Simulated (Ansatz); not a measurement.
# C4H12F2In2O2: a ladder of functionals and wavefunction methods

The task here is to estimate one member of a computed series from the others.

Method: functionals in def2-TZVPP, the program's frozen cores in correlated methods; program: Ansatz 0.2.0, Gaussian basis.

Levels to be run: LDA (SPW92), PBE-D4, revPBE-D4, BLYP-D4, r2SCAN-D4, B97M-V, PBE0-D4, B3LYP-D4, r2SCANh-D4, r2SCAN0-D4, HSE06-D4, BHLYP-D4, CAM-B3LYP-D4, LC-ωPBE, ωB97X-V, ωB97M-V, B2PLYP, PBE-QIDH; CCSD(T)/def2-SVP; CCSD(T)/def2-TZVPP; MP2/def2-QZVPP; extrapolation to the limit.

### The relaxed structure

All runs share one geometry, relaxed beforehand with PBE0-D4 in a triple-zeta def2 set. In takes the def2 core potential; no spin-orbit term is included.

SMILES `C[O+]1[In@-]([CH3])([F])[O+](C)[In@-]1([CH3])[F]`, 22 atoms, charge 0, spin multiplicity 1.

Atoms are counted from 1 here; the program's logs count them from 0.

Bond lengths: C1–O2 1.421 Å, C1–H11 1.093 Å, C1–H12 1.094 Å, C1–H13 1.094 Å, O2–In3 2.139 Å, O2–In8 2.139 Å, In3–C4 2.124 Å, In3–F5 1.961 Å, In3–O6 2.139 Å, C4–H14 1.090 Å, C4–H15 1.089 Å, C4–H16 1.090 Å, O6–C7 1.421 Å, O6–In8 2.139 Å, C7–H17 1.094 Å, C7–H18 1.093 Å, C7–H19 1.094 Å, In8–C9 2.124 Å and more. Angles: O2–C1–H11 111.6°, O2–C1–H12 109.9°, O2–C1–H13 109.9°, H11–C1–H12 108.8°, H11–C1–H13 108.8°, H12–C1–H13 107.8°, C1–O2–In3 120.0°, C1–O2–In8 120.0°, In3–O2–In8 100.4°, O2–In3–C4 118.3°, O2–In3–F5 102.0°, O2–In3–O6 79.6°, C4–In3–F5 126.2°, C4–In3–O6 118.3°, F5–In3–O6 102.0°, In3–C4–H14 109.3°, In3–C4–H15 109.8°, In3–C4–H16 109.3° and more.

Geometry (Å):

```
C     0.5091    2.1549   -1.5112
O     0.3610    1.2602   -0.4176
In   -1.5715    0.4906    0.0825
C    -2.4951    1.1743    1.8689
F    -2.4221    0.3449   -1.6786
O    -0.4088   -1.3033    0.1657
C    -0.8861   -2.4886   -0.4554
In    1.5233   -0.5341   -0.3368
C     3.0671   -0.6672    1.1159
F     1.6733   -1.0106   -2.2332
H     0.2246    1.6848   -2.4562
H    -0.1154    3.0397   -1.3558
H     1.5489    2.4875   -1.5822
H    -2.5269    0.3604    2.5925
H    -3.5083    1.5111    1.6552
H    -1.9153    1.9994    2.2812
H    -1.8567   -2.7653   -0.0331
H    -0.9958   -2.3601   -1.5354
H    -0.1920   -3.3132   -0.2674
H     2.7448   -1.3217    1.9251
H     3.2716    0.3252    1.5163
H     3.9703   -1.0692    0.6594
```

Set-up of the first run:

in.yaml

```yaml
crystal:
  periodic: [false, false, false]
  atoms:
    - {symbol: C, position_ang: [0.509064, 2.154860, -1.511201]}
    - {symbol: O, position_ang: [0.360968, 1.260214, -0.417556]}
    - {symbol: In, position_ang: [-1.571543, 0.490641, 0.082529]}
    - {symbol: C, position_ang: [-2.495127, 1.174317, 1.868877]}
    - {symbol: F, position_ang: [-2.422088, 0.344925, -1.678579]}
    - {symbol: O, position_ang: [-0.408788, -1.303291, 0.165704]}
    - {symbol: C, position_ang: [-0.886061, -2.488554, -0.455395]}
    - {symbol: In, position_ang: [1.523301, -0.534064, -0.336816]}
    - {symbol: C, position_ang: [3.067100, -0.667202, 1.115937]}
    - {symbol: F, position_ang: [1.673311, -1.010612, -2.233198]}
    - {symbol: H, position_ang: [0.224621, 1.684820, -2.456212]}
    - {symbol: H, position_ang: [-0.115390, 3.039685, -1.355794]}
    - {symbol: H, position_ang: [1.548937, 2.487500, -1.582162]}
    - {symbol: H, position_ang: [-2.526894, 0.360427, 2.592548]}
    - {symbol: H, position_ang: [-3.508348, 1.511122, 1.655153]}
    - {symbol: H, position_ang: [-1.915323, 1.999443, 2.281225]}
    - {symbol: H, position_ang: [-1.856712, -2.765303, -0.033061]}
    - {symbol: H, position_ang: [-0.995759, -2.360101, -1.535419]}
    - {symbol: H, position_ang: [-0.192006, -3.313183, -0.267442]}
    - {symbol: H, position_ang: [2.744794, -1.321749, 1.925109]}
    - {symbol: H, position_ang: [3.271642, 0.325243, 1.516326]}
    - {symbol: H, position_ang: [3.970288, -1.069159, 0.659429]}
basis:
  gaussian: {orbitals: def2-TZVPP}
hamiltonian: {xc: lda}
output: {orbitals: {seedname: orbitals}}
```

Command:

```sh
ansatz run in.yaml --threads 4 --pin off --events-out ev --progress --plain --max-ram 66560MiB --backend cuda --devices 0, --max-vram 37GiB
```

Steps of the session up to this table: LDA; PBE-D4 (GGA); revPBE-D4 (GGA); BLYP-D4 (GGA); r2SCAN-D4 (meta-GGA); B97M-V (meta-GGA); PBE0-D4 (hybrid); B3LYP-D4 (hybrid); r2SCANh-D4 (hybrid); r2SCAN0-D4 (hybrid); HSE06-D4 (hybrid); BHLYP-D4 (hybrid); CAM-B3LYP-D4 (range-separated); LC-ωPBE (range-separated); ωB97X-V (range-separated); ωB97M-V (range-separated); B2PLYP (double hybrid); PBE-QIDH (double hybrid).

One of the session's tables, all rows but one given; the rest of the session is left out.

It belongs to the step «Frontier levels by functional». 

```
  functional  HOMO (eV)  gap (eV)
 LDA (SPW92)      -6.65      4.41
      PBE-D4      -6.51      4.58
   revPBE-D4      -6.45      4.66
     BLYP-D4      -6.42      4.54
   r2SCAN-D4      -6.86      5.21
      B97M-V          ?         ?
     PBE0-D4      -8.14      7.12
    B3LYP-D4      -7.89      6.55
  r2SCANh-D4      -7.47      6.14
  r2SCAN0-D4      -8.36      7.51
    HSE06-D4      -7.74      6.34
    BHLYP-D4      -9.36      9.15
CAM-B3LYP-D4      -9.51      9.39
     LC-ωPBE     -10.82     12.00
     ωB97X-V     -10.47     11.41
     ωB97M-V     -10.38     11.01
```

Estimate the missing values for B97M-V.

As computed: HOMO (eV): -7.01; gap (eV): 5.14. In the column «HOMO (eV)» it lies between r2SCANh-D4 (-7.47) and r2SCAN-D4 (-6.86).
